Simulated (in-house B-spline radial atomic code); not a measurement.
# Mn²⁺: ionisation energy by several methods

The task here is to estimate one member of a computed series from the others.

Method: Dirac-Coulomb, several functionals; spherical all-electron atom at the radial basis limit. Code: in-house B-spline radial atomic code version 1.

### Starting point

```
element       : manganese (Z = 25)
charge        : +2
electrons     : 23
configuration : [Ar] 3d5
nucleus       : Fermi, rms radius 3.706 fm
```

The outer shells:

[Ar] 3d5
```
[Ar] core
3d [↑ ][↑ ][↑ ][↑ ][↑ ]
```

The boxes only draw the filling; these runs are spin-restricted and spherical.

The first run:

The run's settings:

```ini
Z = 25
electrons = 23.0
configuration = [Ar] 3d5
hamiltonian = dirac
method = lda_x_rel,vwn
spin_polarised = False
nucleus = fermi
rms_radius = 3.7057
mass_number = 55
atomic_mass = 54.93804304
speed_of_light = 137.035999084
```

Among the steps run: relativistic LDA; AM05; exchange-only LDA; BLYP; PBEsol; LDA (VWN5).

One of the session's tables, all rows but one given; the rest of the session is left out.

| method | ΔSCF (eV) |
| --- | --- |
| relativistic LDA | 32.836 |
| exchange-only LDA | ? |
| LDA (VWN5) | 32.822 |
| AM05 | 32.484 |
| BLYP | 32.519 |
| PBEsol | 32.480 |

Q: Estimate the row for exchange-only LDA from the others.

As computed: ΔSCF (eV): 31.208. In the column «ΔSCF (eV)» it is the lowest.
